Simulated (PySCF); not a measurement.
# C6H9FO2: the cost of one run

Computed with PySCF 2.14.0 and routines of our own; the level stands in each step. Atoms count from 0.

### 1 The starting structure

18 atoms, charge 0, multiplicity 1; geometry from: GFN2-xTB.

### 2 Magnetic properties: GIAO PBE/pcSseg-1

Job settings and geometry (Å):

```
{"job": {"kind": "mag", "xc": "PBE", "basis": "pcSseg-1", "isotopologues": 0}, "charge": 0, "multiplicity": 1}
C      2.097500    -1.186950     0.323432
O      1.364937    -0.031019     0.663481
C      0.511880     0.423895    -0.332376
C     -0.222755     1.722557     0.017841
C     -1.534594     1.106007    -0.487277
C     -0.882323    -0.291050    -0.518996
C     -1.224198    -1.182353     0.618818
O     -1.251278    -2.364916     0.648763
F     -1.522293    -0.488786     1.749553
H      2.758299    -1.385842     1.163935
H      2.693924    -1.019340    -0.581325
H      1.441161    -2.048503     0.164917
H      1.030665     0.468809    -1.301080
H     -0.217824     1.880136     1.093076
H      0.127964     2.619082    -0.485661
H     -2.389641     1.204995     0.176537
H     -1.809322     1.443571    -1.483547
H     -0.980861    -0.863974    -1.441747
```

Level: GIAO PBE/pcSseg-1 magnetisability, rotational g tensor and spin-rotation constants, non-relativistic, gas phase.

Command:

```bash
$ OMP_NUM_THREADS=1 python excited_run.py task.json out
```

The driver reads the jobs from task.json and runs them one after another.

Q: Estimate the wall time and peak memory of this first job on 1 thread of Intel Xeon 6975P-C, shared host.

About 47 s, with a peak of 0.71 GiB.
